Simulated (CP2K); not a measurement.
Runs of CP2K 2026.2 on Zr. The cell holds a slab with vacuum, 5 atoms: a = 3.232 Å, b = 3.232 Å, c = 25.294 Å, α = 90.00°, β = 90.00°, γ = 120.00°. 

```csv
level,cutoff radius of the dispersion sum (A),cutoff of the non-local correlation (Ry),gap on the mesh (eV),largest force (eV/Å)
PBE+D3(BJ)+ATM,20,-,none,(b)
PBE+D3,20,-,none,0.56
PBE+D2,20,-,none,0.60
PBE,-,-,none,0.65
PBE+rVV10,-,300,none,0.63
PBE+D4,20,-,none,(a)
PBE+D3(BJ),20,-,none,0.58
```

Alike in all rows: task single point; potentials or basis POTENTIAL_UZH Zr GTH-PBE-q12; DZVP-MOLOPT-PBE-GTH basis; no spin polarisation; cell as given; k mesh 7 × 7 × 1; smearing fermi-dirac 0.05 eV.

Question: Estimate the missing entries.

Answer: (a) 0.62; (b) 0.59.

Caveats: the basis of atomic orbitals isn't converged, which shifts pressures, moduli and gaps.

A k mesh can miss the band edges, and the runs leave out spin-orbit coupling on Zr.

A gap of «none» marks a metal or a gap under the smearing width.
